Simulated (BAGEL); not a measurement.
**HF/cc-pVDZ (density fitting with qzvpp-jkfit) run of C2H5FSi (SMILES F/C=C\[SiH3])**

What is the energy change on altering one bond length of C2H5FSi at HF/cc-pVDZ (density fitting with qzvpp-jkfit)? 

The results are computed with BAGEL 1.2.2.

**1. Starting point**

C2H5FSi has 9 atoms, charge 0, and is taken as a singlet. As SMILES, `F/C=C\[SiH3]`. Geometry: relaxed at GFN2-xTB.

Bond lengths: F1–C2 1.346 Å, C2–C3 1.319 Å, C3–Si4 1.886 Å, C2–H5 1.083 Å, C3–H6 1.080 Å, Si4–H7 1.458 Å, Si4–H8 1.466 Å, Si4–H9 1.466 Å. Some angles: F1–C2–C3 122.4°, C2–C3–Si4 125.4°, F1–C2–H5 110.7°, C3–C2–H5 126.9°, C2–C3–H6 116.0°, Si4–C3–H6 118.6°, C3–Si4–H7 110.5°, C3–Si4–H8 107.2°, C3–Si4–H9 107.3°, H7–Si4–H8 111.0°.

**2. The energy at HF/cc-pVDZ (density fitting with qzvpp-jkfit)**

File hf.json:

```json
{ "bagel" : [

{
  "title" : "molecule",
  "basis" : "cc-pvdz.json",
  "df_basis" : "qzvpp-jkfit",
  "angstrom" : true,
  "geometry" : [
    { "atom" : "F", "xyz" : [   -0.363650,    0.881310,   -1.895510 ] },
    { "atom" : "C", "xyz" : [    0.640970,    0.977740,   -1.005370 ] },
    { "atom" : "C", "xyz" : [    0.640900,    0.314300,    0.134320 ] },
    { "atom" : "Si", "xyz" : [   -0.717410,   -0.857350,    0.716930 ] },
    { "atom" : "H", "xyz" : [    1.406220,    1.655860,   -1.363830 ] },
    { "atom" : "H", "xyz" : [    1.498580,    0.468560,    0.772100 ] },
    { "atom" : "H", "xyz" : [   -1.776080,   -0.946660,   -0.281530 ] },
    { "atom" : "H", "xyz" : [   -0.094650,   -2.165590,    0.940680 ] },
    { "atom" : "H", "xyz" : [   -1.234880,   -0.328170,    1.982210 ] }
  ]
},
{
  "title" : "hf"
},
{
  "title" : "print",
  "file" : "orbitals.molden",
  "orbitals" : true
}

]}
```

The basis set cc-pVDZ is read from a file made from the Basis Set Exchange's data (not shown).

Launch:

```console
$ BAGEL_NUM_THREADS=1 BAGEL hf.json > hf.out
```

The program printed:

```text
* using 1 threads per process

  ===============================================================
  ===============================================================

  *** Geometry ***

  { "atom" : "F", "xyz" : [     -0.687199,      1.665435,     -3.581995 ] },
  { "atom" : "C", "xyz" : [      1.211258,      1.847661,     -1.899874 ] },
  { "atom" : "C", "xyz" : [      1.211125,      0.593941,      0.253828 ] },
  { "atom" : "Si", "xyz" : [     -1.355708,     -1.620157,      1.354801 ] },
  { "atom" : "H", "xyz" : [      2.657371,      3.129122,     -2.577265 ] },
  { "atom" : "H", "xyz" : [      2.831906,      0.885450,      1.459058 ] },
  { "atom" : "H", "xyz" : [     -3.356305,     -1.788928,     -0.532015 ] },
  { "atom" : "H", "xyz" : [     -0.178863,     -4.092372,      1.777628 ] },
  { "atom" : "H", "xyz" : [     -2.333585,     -0.620151,      3.745834 ] },

  Number of auxiliary basis functions:      445

  Since a DF basis is specified, we compute 2- and 3-index integrals:
    o Being stored without compression. Storage requirement is 0.026 GB

  Number of basis functions:       85
  Number of electrons      :       40

    * METHOD: MOLECULE                             0.20

  *** RHF ***

  === Nuclear Repulsion ===
   152.7080040210

      * DIIS with orbital gradients will be used.

  === RHF iteration (cc-pvdz.json) ===
      0       -466.84772585          0.01282580           0.05
      1       -466.95992983          0.00707116           0.05
      2       -466.98915803          0.00153202           0.05
      3       -466.99121861          0.00042030           0.05
      4       -466.99133143          0.00010845           0.05
      5       -466.99134636          0.00003714           0.05
      6       -466.99134863          0.00002139           0.05
      7       -466.99134907          0.00000560           0.05
      8       -466.99134912          0.00000190           0.05
      9       -466.99134912          0.00000092           0.05
     10       -466.99134912          0.00000021           0.05
     11       -466.99134912          0.00000008           0.05
     12       -466.99134912          0.00000004           0.05
     13       -466.99134912          0.00000002           0.06
     14       -466.99134912          0.00000000           0.05
    * SCF iteration converged.

    * Permanent dipole moment:
           (   -0.528928,    -0.162089,    -0.276375) a.u.

    * METHOD: HF                                   0.88

    * METHOD: PRINT                                0.03

  ===============================================================
```

Run time: 1.4 s. Hardware: 1 thread of AMD EPYC 7B13 (Zen 3), shared host; peak memory 0.11 GiB.

**3. The distorted shape**

File job.json:

```json
{ "bagel" : [

{
  "title" : "molecule",
  "basis" : "cc-pvdz.json",
  "df_basis" : "qzvpp-jkfit",
  "angstrom" : true,
  "geometry" : [
    { "atom" : "F", "xyz" : [      -0.975864,       0.338801,      -1.608735 ] },
    { "atom" : "C", "xyz" : [       0.028756,       0.435231,      -0.718595 ] },
    { "atom" : "C", "xyz" : [       0.028686,      -0.228209,       0.421095 ] },
    { "atom" : "Si", "xyz" : [      -1.329624,      -1.399859,       1.003705 ] },
    { "atom" : "H", "xyz" : [       1.406220,       1.655860,      -1.363830 ] },
    { "atom" : "H", "xyz" : [       0.886366,      -0.073949,       1.058875 ] },
    { "atom" : "H", "xyz" : [      -2.388294,      -1.489169,       0.005245 ] },
    { "atom" : "H", "xyz" : [      -0.706864,      -2.708099,       1.227455 ] },
    { "atom" : "H", "xyz" : [      -1.847094,      -0.870679,       2.268985 ] }
  ]
},

{
  "title" : "hf"
},

{
  "title" : "print",
  "file" : "orbitals.molden",
  "orbitals" : true
}

]}
```

The basis set cc-pVDZ is read from a file made from the Basis Set Exchange's data (not shown).

Launch:

```console
$ BAGEL_NUM_THREADS=1 BAGEL job.json > job.out
```

The program printed:

```text
* using 1 threads per process

  ===============================================================
  ===============================================================

  *** Geometry ***

  { "atom" : "F", "xyz" : [     -1.844116,      0.640241,     -3.040069 ] },
  { "atom" : "C", "xyz" : [      0.054341,      0.822467,     -1.357948 ] },
  { "atom" : "C", "xyz" : [      0.054209,     -0.431253,      0.795754 ] },
  { "atom" : "Si", "xyz" : [     -2.512625,     -2.645350,      1.896728 ] },
  { "atom" : "H", "xyz" : [      2.657371,      3.129122,     -2.577265 ] },
  { "atom" : "H", "xyz" : [      1.674989,     -0.139743,      2.000984 ] },
  { "atom" : "H", "xyz" : [     -4.513222,     -2.814122,      0.009912 ] },
  { "atom" : "H", "xyz" : [     -1.335779,     -5.117565,      2.319554 ] },
  { "atom" : "H", "xyz" : [     -3.490502,     -1.645345,      4.287760 ] },

  Number of auxiliary basis functions:      445

  Since a DF basis is specified, we compute 2- and 3-index integrals:
    o Being stored without compression. Storage requirement is 0.026 GB

  Number of basis functions:       85
  Number of electrons      :       40

    * METHOD: MOLECULE                             0.21

  *** RHF ***

  === Nuclear Repulsion ===
   149.9431453573

      * DIIS with orbital gradients will be used.

  === RHF iteration (cc-pvdz.json) ===
      0       -466.66523646          0.01385950           0.05
      1       -466.78975616          0.00831692           0.05
      2       -466.83219238          0.00176254           0.05
      3       -466.83553203          0.00069864           0.05
      4       -466.83593949          0.00022417           0.05
      5       -466.83603578          0.00008177           0.05
      6       -466.83604870          0.00002352           0.04
      7       -466.83604938          0.00000993           0.04
      8       -466.83604950          0.00000246           0.04
      9       -466.83604951          0.00000071           0.04
     10       -466.83604951          0.00000030           0.04
     11       -466.83604951          0.00000007           0.04
     12       -466.83604951          0.00000003           0.04
     13       -466.83604951          0.00000001           0.05
     14       -466.83604951          0.00000000           0.05
    * SCF iteration converged.

    * Permanent dipole moment:
           (   -0.264196,     0.104895,    -0.456520) a.u.

    * METHOD: HF                                   0.81

    * METHOD: PRINT                                0.03

  ===============================================================
```

Run time: 1.3 s. Hardware: 1 thread of AMD EPYC 7B13 (Zen 3), shared host; peak memory 0.11 GiB.

**4. Outcome**

Level: HF/cc-pVDZ (density fitting with qzvpp-jkfit).

| quantity | value |
| --- | --- |
| first shape: total energy | -466.99135 Eh |
| first shape: dipole moment | 1.57 D |
| first shape: HOMO energy | -10.36 eV |
| first shape: LUMO energy | 3.93 eV |
| first shape: HOMO–LUMO gap | 14.29 eV |
| distorted shape: total energy | -466.83605 Eh |
| distorted shape: dipole moment | 1.37 D |
| distorted shape: HOMO energy | -10.70 eV |
| distorted shape: LUMO energy | 1.27 eV |
| distorted shape: HOMO–LUMO gap | 11.97 eV |
| energy change with the C2–H5 bond stretched from 1.083 to 1.950 Å | 4.226 eV |

What this shows: With the C2–H5 bond stretched from 1.083 to 1.950 Å the energy rises by 4.23 eV (97 kcal/mol). The first shape isn't relaxed at this level, so the change isn't measured from a minimum. A restricted reference can't describe the breaking bond well at this length.
